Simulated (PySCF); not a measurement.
# A diatomic session: HgBi+

Aim: find the lowest electronic state of HgBi+, scan its bond at several levels of theory, and get bond length, wavenumber and dissociation energy from each curve.

Computed with PySCF 2.14.0. Level: Hg def2-SVP with ECP60, Bi def2-SVP with ECP60, scalar-relativistic core potentials.

## Step 1: Input

Settings of the job:

```yaml
atoms: Hg, Bi
charge: 1
basis: Hg def2-SVP with ECP60, Bi def2-SVP with ECP60
Hamiltonian: scalar-relativistic core potentials
basis_functions: 58
electrons_treated: 42
masses_in_u: 201.9706, 208.9804
levels: PBE0, PBE, r²SCAN, PBEsol, PW91, M06-L, CAM-B3LYP, HF, MP2, SCS-MP2
grid: 80 radial by 434 angular points
occupations: held fixed by the projection of orbital angular momentum
dissociation_limit: Hg + Bi+, each in its ground configuration
starting_distance_in_angstrom: 2.935
values_of_2S_to_try: 0, 2
```

Command:

```
OMP_NUM_THREADS=1 python dia.py task.json out
```

The runs that follow: The PBE0 curve of the state that the search chose; Other states along the same grid; PBE; r²SCAN (meta-GGA); PBEsol (GGA); PW91 (GGA); M06-L; CAM-B3LYP; ROHF (mean field).

**Question.** What will these runs give? Wanted: for each run, Re; ωe; De; μ.

**Answer**, as computed:

Lowest PBE0 solution found, without spin–orbit coupling: ³Σ⁻ (triplet), unpaired electrons π ↑↑. State 2 has its PBE0 minimum 0.36 eV higher, as a spin-mixed determinant (⟨S²⟩ = 1.00), so this is no gap between pure states. State 3 has its PBE0 minimum 1.05 eV higher. State 4 has its PBE0 minimum 1.29 eV higher. The other levels ran on the lowest alone.

```tsv
level	Re (Å)	ωe (cm⁻¹)	De (eV)	μ (D)
ROHF	2.983	93.8	1.03	-0.14
ROHF-MP2	2.886	107.7	1.18	n/a
ROHF-SCS-MP2	2.918	102.5	1.08	n/a
PBE	2.897	103.4	1.45	0.53
PBEsol	2.844	112.0	1.59	0.45
PW91	2.893	104.2	1.47	0.55
r²SCAN	2.863	109.6	1.53	0.25
M06-L	2.913	103.6	1.52	0.29
PBE0	2.881	107.0	1.43	0.24
CAM-B3LYP	2.893	105.2	1.29	0.40
```

De is counted to Hg + Bi+ in their ground configurations. A positive dipole points from Hg to Bi; in an ion it is taken about the centre of mass and does not tell which atom is negative.

What this shows: The methods spread over 0.139 Å in bond length, from PBEsol to ROHF. Among the levels with a De in the table, it runs from 1.03 eV (ROHF) to 1.59 eV (PBEsol).

Correlated steps freeze 4 core orbitals. These are scalar-relativistic numbers at best; spin–orbit coupling would shift them, the dissociation energy most. With spin–orbit coupling the term label itself may not hold.
